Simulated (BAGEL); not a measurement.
# GaAlH4O (SMILES [AlH2][O][GaH2]) at HF/3-21G (density fitting with qzvpp-jkfit)

What is the vertical singlet–triplet gap of GaAlH4O at HF/3-21G (density fitting with qzvpp-jkfit)? 

The results are computed with BAGEL 1.2.2.

9 further runs of the same task are left out: 8 that didn't finish, 1 set aside as unsound or not needed.

### Step 1. The system as given

GaAlH4O has 7 atoms, charge 0, and is taken as a singlet. As SMILES, `[AlH2][O][GaH2]`. The shape comes from GFN2-xTB, which is rough for such elements, and wasn't checked as a minimum.

Bond lengths: Al1–O2 1.676 Å, O2–Ga3 1.765 Å, Al1–H4 1.535 Å, Al1–H5 1.534 Å, Ga3–H6 1.554 Å, Ga3–H7 1.553 Å. Angles: Al1–O2–Ga3 179.9°, O2–Al1–H4 118.5°, O2–Al1–H5 118.5°, O2–Ga3–H6 117.4°, O2–Ga3–H7 117.3°, H4–Al1–H5 123.0°, H6–Ga3–H7 125.3°.

### Step 2. The energy at HF/3-21G (density fitting with qzvpp-jkfit)

calc.json reads:

```json
{ "bagel": [

{
  "title": "molecule",
  "basis": "3-21g",
  "df_basis": "qzvpp-jkfit",
  "angstrom": true,
  "geometry": [
    { "atom": "Al", "xyz": [   -1.425750,    0.053540,   -0.940530 ] },
    { "atom": "O", "xyz": [   -0.027230,    0.002820,   -0.018210 ] },
    { "atom": "Ga", "xyz": [    1.446260,   -0.051820,    0.952040 ] },
    { "atom": "H", "xyz": [   -2.295360,   -1.208530,   -1.020910 ] },
    { "atom": "H", "xyz": [   -1.777930,    1.358760,   -1.666120 ] },
    { "atom": "H", "xyz": [    1.486350,    0.817690,    2.239460 ] },
    { "atom": "H", "xyz": [    2.593660,   -0.972460,    0.454270 ] }
  ]
},
{ "title": "hf" },
{ "title": "print", "file": "orbitals.molden", "orbitals": true }

]}
```

Run with:

```bash
$ BAGEL_NUM_THREADS=1 BAGEL calc.json > calc.out
```

Output:

```text
* using 1 threads per process

  ===============================================================
  ===============================================================

  *** Geometry ***

  { "atom" : "Al", "xyz" : [     -2.694277,      0.101176,     -1.777344 ] },
  { "atom" : "O", "xyz" : [     -0.051457,      0.005329,     -0.034412 ] },
  { "atom" : "Ga", "xyz" : [      2.733035,     -0.097926,      1.799095 ] },
  { "atom" : "H", "xyz" : [     -4.337602,     -2.283791,     -1.929240 ] },
  { "atom" : "H", "xyz" : [     -3.359801,      2.567684,     -3.148510 ] },
  { "atom" : "H", "xyz" : [      2.808794,      1.545210,      4.231966 ] },
  { "atom" : "H", "xyz" : [      4.901307,     -1.837683,      0.858446 ] },

  Number of auxiliary basis functions:      543

  Since a DF basis is specified, we compute 2- and 3-index integrals:
    o Being stored without compression. Storage requirement is 0.012 GB

  Number of basis functions:       52
  Number of electrons      :       56

    * METHOD: MOLECULE                             0.22

  *** RHF ***

  === Nuclear Repulsion ===
   216.7120146677

      * DIIS with orbital gradients will be used.

  === RHF iteration (3-21g) ===
      0      -2231.06697233          0.03089140           0.06
      1      -2231.13339092          0.02841136           0.06
      2      -2231.26696685          0.00144638           0.06
      3      -2231.26800122          0.00023260           0.06
      4      -2231.26802379          0.00004775           0.06
      5      -2231.26802482          0.00000955           0.06
      6      -2231.26802489          0.00000192           0.06
      7      -2231.26802489          0.00000027           0.06
      8      -2231.26802489          0.00000006           0.06
      9      -2231.26802489          0.00000002           0.06
     10      -2231.26802489          0.00000000           0.06
    * SCF iteration converged.

    * Permanent dipole moment:
           (   -0.217427,     0.002382,    -0.137600) a.u.

    * METHOD: HF                                   0.79

    * METHOD: PRINT                                0.01

  ===============================================================
```

Run time: 1.2 s. Hardware: 1 thread of Arm Neoverse V2, shared host; peak memory 0.093 GiB.

### Step 3. The triplet, same level

hf.json reads:

```json
{ "bagel": [

{
  "title": "molecule",
  "basis": "3-21g",
  "df_basis": "qzvpp-jkfit",
  "angstrom": "true",
  "geometry": [
    { "atom": "Al", "xyz": [      -1.425750,       0.053540,      -0.940530 ] },
    { "atom": "O", "xyz": [      -0.027230,       0.002820,      -0.018210 ] },
    { "atom": "Ga", "xyz": [       1.446260,      -0.051820,       0.952040 ] },
    { "atom": "H", "xyz": [      -2.295360,      -1.208530,      -1.020910 ] },
    { "atom": "H", "xyz": [      -1.777930,       1.358760,      -1.666120 ] },
    { "atom": "H", "xyz": [       1.486350,       0.817690,       2.239460 ] },
    { "atom": "H", "xyz": [       2.593660,      -0.972460,       0.454270 ] }
  ]
},

{ "title": "uhf", "nopen": 2 },

{ "title": "print", "file": "orbitals.molden", "orbitals": "true" }

]}
```

Run with:

```bash
$ BAGEL_NUM_THREADS=1 BAGEL hf.json > hf.out
```

Output:

```text
* using 1 threads per process

  ===============================================================
  ===============================================================

  *** Geometry ***

  { "atom" : "Al", "xyz" : [     -2.694277,      0.101176,     -1.777344 ] },
  { "atom" : "O", "xyz" : [     -0.051457,      0.005329,     -0.034412 ] },
  { "atom" : "Ga", "xyz" : [      2.733035,     -0.097926,      1.799095 ] },
  { "atom" : "H", "xyz" : [     -4.337602,     -2.283791,     -1.929240 ] },
  { "atom" : "H", "xyz" : [     -3.359801,      2.567684,     -3.148510 ] },
  { "atom" : "H", "xyz" : [      2.808794,      1.545210,      4.231966 ] },
  { "atom" : "H", "xyz" : [      4.901307,     -1.837683,      0.858446 ] },

  Number of auxiliary basis functions:      543

  Since a DF basis is specified, we compute 2- and 3-index integrals:
    o Being stored without compression. Storage requirement is 0.012 GB

  Number of basis functions:       52
  Number of electrons      :       56

    * METHOD: MOLECULE                             0.21

  *** Open-shell HF ***

  === Nuclear Repulsion ===
   216.7120146677

      * DIIS with orbital gradients will be used.

  === UHF iteration (3-21g) ===
      0      -2230.71310437          0.06454937           0.12
      1      -2230.62445624          0.08753607           0.12
      2      -2230.67981248          0.08256410           0.12
      3      -2231.04421091          0.00465728           0.12
      4      -2231.05840791          0.00380785           0.12
      5      -2231.06851963          0.00300996           0.12
      6      -2231.07661654          0.00227189           0.12
      7      -2231.08427295          0.00107102           0.12
      8      -2231.08504309          0.00074182           0.12
      9      -2231.08573846          0.00043701           0.12
     10      -2231.08583213          0.00071862           0.12
     11      -2231.08586470          0.00068467           0.12
     12      -2231.08599872          0.00037387           0.12
     13      -2231.08625565          0.00036552           0.12
     14      -2231.08647421          0.00035531           0.12
     15      -2231.08707808          0.00032871           0.12
     16      -2231.08758237          0.00029980           0.12
     17      -2231.08808294          0.00025992           0.12
     18      -2231.08862513          0.00161282           0.12
     19      -2231.08880816          0.00129897           0.12
     20      -2231.08901531          0.00065644           0.12
     21      -2231.08901079          0.00029356           0.12
     22      -2231.08899502          0.00015733           0.12
     23      -2231.08904699          0.00013450           0.12
     24      -2231.08912004          0.00011523           0.12
     25      -2231.08918146          0.00010055           0.12
     26      -2231.08925650          0.00008318           0.12
     27      -2231.08929965          0.00005897           0.12
     28      -2231.08932011          0.00004910           0.12
     29      -2231.08933255          0.00001615           0.12
     30      -2231.08933351          0.00000600           0.12
     31      -2231.08933362          0.00000351           0.12
     32      -2231.08933363          0.00000240           0.12
     33      -2231.08933364          0.00000115           0.12
     34      -2231.08933364          0.00000072           0.12
     35      -2231.08933364          0.00000057           0.12
     36      -2231.08933364          0.00000055           0.12
     37      -2231.08933364          0.00000051           0.12
     38      -2231.08933365          0.00000044           0.12
     39      -2231.08933365          0.00000021           0.12
     40      -2231.08933365          0.00000008           0.12
     41      -2231.08933365          0.00000004           0.12
     42      -2231.08933365          0.00000002           0.12
     43      -2231.08933365          0.00000001           0.12
    * SCF iteration converged.

    * S^2 (UHF) is 2.0185

    * Permanent dipole moment:
           (    2.392665,    -0.077826,     1.566519) a.u.

    * METHOD: UHF                                  5.37

    * METHOD: PRINT                                0.00

  ===============================================================
```

Wall time 6 s (1 thread of Arm Neoverse V2, shared host); peak memory 0.095 GiB.

### Step 4. Summary of results

At HF/3-21G (density fitting with qzvpp-jkfit):

| quantity | value |
| --- | --- |
| singlet: total energy | -2231.26802 Eh |
| singlet: dipole moment | 0.65 D |
| singlet: HOMO energy | -10.80 eV |
| singlet: LUMO energy | 1.62 eV |
| singlet: HOMO–LUMO gap | 12.42 eV |
| triplet: total energy | -2231.08933 Eh |
| triplet: dipole moment | 7.27 D |
| triplet: ⟨S²⟩ | 2.018 |
| vertical energy of the triplet above the singlet | 4.862 eV |

**Reading.** At this shape the triplet lies 4.86 eV (112 kcal/mol) above the singlet.
